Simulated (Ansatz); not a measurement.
# GeH₅ (doublet): the correlation ladder at distance H1–H2 along a hydrogen transfer = 0.745 Å, cc-pVTZ

The task here is to estimate one member of a computed series from the others.

Program: Ansatz 0.2.0, Gaussian basis. Level of theory: cc-pVTZ, core rule «outside noble gas», up to 14 orbitals frozen. These are calculated values, not measurements.

To be run: UHF; CCSD(T) on ROHF; CCSD(T) on UHF; BCCD(T) on ROHF; CISD; CCSDT(Q) on ROHF; CCSDT(Q) on UHF; CASSCF and NEVPT2, 3 electrons in 3 orbitals; CASSCF and NEVPT2, 9 electrons in 9 orbitals.

## What is computed

The geometry derives from fragments relaxed apart (PBE0/def2-TZVP) and kept rigid, so it is no stationary point. A hydrogen atom is moved between rigid fragments. No spin-orbit coupling is included. The filled d shell of Ge may be among the frozen orbitals whatever the setting's name suggests; the logs give the count.

6 atoms, charge 0, spin multiplicity 2.

Atoms are counted from 1 here; the program's logs count them from 0.

Bond lengths: H1–H2 0.745 Å, H2–Ge3 1.894 Å, Ge3–H4 1.539 Å, Ge3–H5 1.539 Å, Ge3–H6 1.539 Å. Angles: H1–H2–Ge3 180.0°, H2–Ge3–H4 107.7°, H2–Ge3–H5 107.7°, H2–Ge3–H6 107.7°, H4–Ge3–H5 111.2°, H4–Ge3–H6 111.2°, H5–Ge3–H6 111.2°.

The first run:

File in.yaml:

```yaml
crystal:
  periodic: [false, false, false]
  atoms:
    - {symbol: H, position_ang: [-2.598425, 0.000000, -0.000001]}
    - {symbol: H, position_ang: [-1.853425, 0.000000, -0.000001]}
    - {symbol: Ge, position_ang: [0.040575, 0.000000, 0.000000]}
    - {symbol: H, position_ang: [0.509243, -1.465915, 0.000000]}
    - {symbol: H, position_ang: [0.509243, 0.732957, -1.269519]}
    - {symbol: H, position_ang: [0.509243, 0.732957, 1.269520]}
basis:
  gaussian: {orbitals: cc-pVTZ}
magnetization: {spin_polarized: true, initial_magnetization: 1}
hamiltonian: {xc: hf}
output: {orbitals: {seedname: orbitals}}
```

Launch:

```sh
$ ansatz run in.yaml --threads 1 --pin off --events-out ev --progress --plain --max-ram 7936MiB --backend cpu
```

Steps of the session up to this table: UHF; CCSD(T) on ROHF; CCSD(T) on UHF; BCCD(T) on ROHF; CISD; CCSDT(Q) on ROHF; CCSDT(Q) on UHF; CASSCF and NEVPT2, 3 electrons in 3 orbitals; CASSCF and NEVPT2, 9 electrons in 9 orbitals.

One of the session's tables, all rows but one given; the rest of the session is left out.

```
        method  from UCCSDT(Q) (meV)
          ROHF               +5273.3
           UHF               +5160.1
          RMP2               +1022.3
          UMP2                     ?
          CISD                +448.0
         RCCSD                +144.3
         UCCSD                +138.7
      RCCSD(T)                 +29.1
      UCCSD(T)                 +25.2
       BCCD(T)                 +28.9
        RCCSDT                  +7.5
        UCCSDT                  +3.0
     RCCSDT(Q)                  +4.6
     UCCSDT(Q)                     0
   CASSCF pair               +4771.6
   NEVPT2 pair               +1031.2
CASSCF valence               +3516.4
NEVPT2 valence                +978.7
```

Estimate the missing values for UMP2.

The run gave: from UCCSDT(Q) (meV): +1022.0. In the column «from UCCSDT(Q) (meV)» it lies between NEVPT2 valence (+978.7) and RMP2 (+1022.3).

Limits of these values: Restricted and unrestricted rows rest on different reference determinants; where their highest levels disagree by more than a few hundredths of an eV, they describe different states and don't form one ladder.
